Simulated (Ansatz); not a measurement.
Run this with Ansatz 0.2.0, Python API and show what comes out.

Script `spin_c2h2f2te.py`:
```python
import ansatz as az
from ase import Atoms

atoms = Atoms(['F', 'C', 'F', 'C', 'Te', 'H', 'H'], positions=[
    (0.791, -0.9505, 1.3881),
    (0.1228, -0.6783, 0.1591),
    (-0.8341, -1.6117, -0.268),
    (-0.1919, 0.7352, -0.0796),
    (1.3822, 0.156, -1.4088),
    (0.0108, 1.4356, 0.7429),
    (-1.2196, 0.8456, -0.5796),
])
molecule = az.Crystal.molecule_from_ase(atoms)

base = (
    molecule.calculation()
    .basis(gaussian='def2-SVP')
    .functional('pbe', dispersion='d3bj')
)
found = {}
for unpaired in [0, 2, 4]:
    r = base.spin('collinear', total=unpaired).run().report
    s = unpaired / 2
    found[unpaired] = r['free_energy_ev']
    print(f'2S+1 = {unpaired + 1}: E = {found[unpaired]:.5f} eV, <S^2> = {abs(r["mean_field"]["state"]["spin_squared"]):.3f} (pure state {s * (s + 1):.2f})')
lowest = min(found, key=found.get)
for unpaired, e in found.items():
    print(f'multiplicity {unpaired + 1}: {23.060548 * (e - found[lowest]):.1f} kcal/mol above the lowest')
```

```console
$ python spin_c2h2f2te.py
2S+1 = 1: E = -14818.46475 eV, <S^2> = 0.000 (pure state 0.00)
2S+1 = 3: E = -14815.62651 eV, <S^2> = 2.003 (pure state 2.00)
2S+1 = 5: E = -14811.27383 eV, <S^2> = 6.002 (pure state 6.00)
multiplicity 1: 0.0 kcal/mol above the lowest
multiplicity 3: 65.5 kcal/mol above the lowest
multiplicity 5: 165.8 kcal/mol above the lowest
```

In order: multiplicity 1 (+0.00 eV), multiplicity 3 (+2.84 eV) and multiplicity 5 (+7.19 eV), all at the one geometry.

Notes:
- Total energies depend on the basis set; only differences at equal settings carry meaning.
- The geometry is a force-field or estimated start, not a minimum of this method, and the basis set is short of its limit. All parts are taken at fixed geometry, without zero-point energy.
- def2 sets replace the cores of elements past krypton by effective core potentials.
- Spin-orbit coupling, which mixes and shifts the spin states of heavy atoms, is left out.
- Finished in 8.3 s on 1 thread of Intel(R) Xeon(R) 6975P-C (Granite Rapids), on a shared host, peak memory 0.24 GiB.

(Lines on the test bed's own set-up are left out of the output.)
